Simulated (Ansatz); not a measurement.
A first try at the interaction energy of a dimer with the counterpoise correction of CH₄BBr, SMILES CBBr, using Ansatz 0.2.0, Python API.

`ch4bbr_dimer.py`
```python
import ansatz

FIRST = [
    ("C", (-0.6098, 0.3534, -0.0358)),
    ("B", (0.7318, -0.3562, -0.1359)),
    ("Br", (1.3125, -1.5099, 1.3633)),
    ("H", (-1.3995, -0.3349, 0.0614)),
    ("H", (-0.8211, 0.9806, -0.9907)),
    ("H", (-0.657, 1.096, 0.8262)),
    ("H", (1.4434, -0.2291, -1.0887)),
]
SECOND = [
    ("C", (-3.2751, -1.7206, -1.1791)),
    ("B", (-3.8338, -2.3536, -2.4442)),
    ("Br", (-5.7962, -2.5155, -2.6408)),
    ("H", (-3.6133, -0.7308, -1.066)),
    ("H", (-2.1143, -1.6816, -1.2109)),
    ("H", (-3.5288, -2.309, -0.2378)),
    ("H", (-3.121, -2.7603, -3.3142)),
]

def energy(atoms, ghosts=()):
    molecule = ansatz.Crystal.molecule()
    for symbol, xyz in atoms:
        molecule = molecule.atom(symbol, xyz)
    calc = (
        molecule.calculation()
        .basis(gaussian="def2-SVPX")
        .functional("pbe0", dispersion="d4")
    )
    deck = calc.input()
    if ghosts:
        deck = deck.set(ansatz.key.basis.gaussian.ghost_atoms, [{"symbol": s, "position_ang": list(xyz)} for s, xyz in ghosts])
    return ansatz.Session.from_dict(deck).plan().execute().report["free_energy_ev"]

both = energy(FIRST + SECOND)
alone = energy(FIRST) + energy(SECOND)
ghosted = energy(FIRST, SECOND) + energy(SECOND, FIRST)
print(f"dimer {both:.6f} eV")
print(f"interaction, uncorrected   {23.060548 * (both - alone):8.3f} kcal/mol")
print(f"interaction, counterpoise  {23.060548 * (both - ghosted):8.3f} kcal/mol")
print(f"basis-set superposition    {23.060548 * (alone - ghosted):8.3f} kcal/mol")
```

```console
$ python ch4bbr_dimer.py
Traceback (most recent call last):
  File "ch4bbr_dimer.py", line 36, in <module>
    both = energy(FIRST + SECOND)
  File "ch4bbr_dimer.py", line 34, in energy
    return ansatz.Session.from_dict(deck).plan().execute().report["free_energy_ev"]
           ~~~~~~~~~~~~~~~~~~~~~~~~^^^^^^
ansatz.GaussianBasisError: pseudopotentials/gaussian/def2-svpx.bse can't be read: No such file or directory (os error 2)
```

What is wrong, and how is it mended?

The fault: the library has no basis set of that name. The change:

```diff
--- before
+++ after
@@ -27,3 +27,3 @@
         molecule.calculation()
-        .basis(gaussian="def2-SVPX")
+        .basis(gaussian="def2-SVP")
         .functional("pbe0", dispersion="d4")
```

The mended script runs so:

```console
$ python ch4bbr_dimer.py
dimer -143610.788028 eV
interaction, uncorrected      0.311 kcal/mol
interaction, counterpoise     0.584 kcal/mol
basis-set superposition       0.273 kcal/mol
```

Reading the output:
- Total energies depend on the basis set; only differences at equal settings carry meaning.
- The dimer is a generated trial pose of unrelaxed monomers, not a minimum, so the figure is no binding energy, and the basis set is small.
- Finished in 22 s on 1 thread of Arm Neoverse V1, with other jobs on the host, peak memory 0.48 GiB.
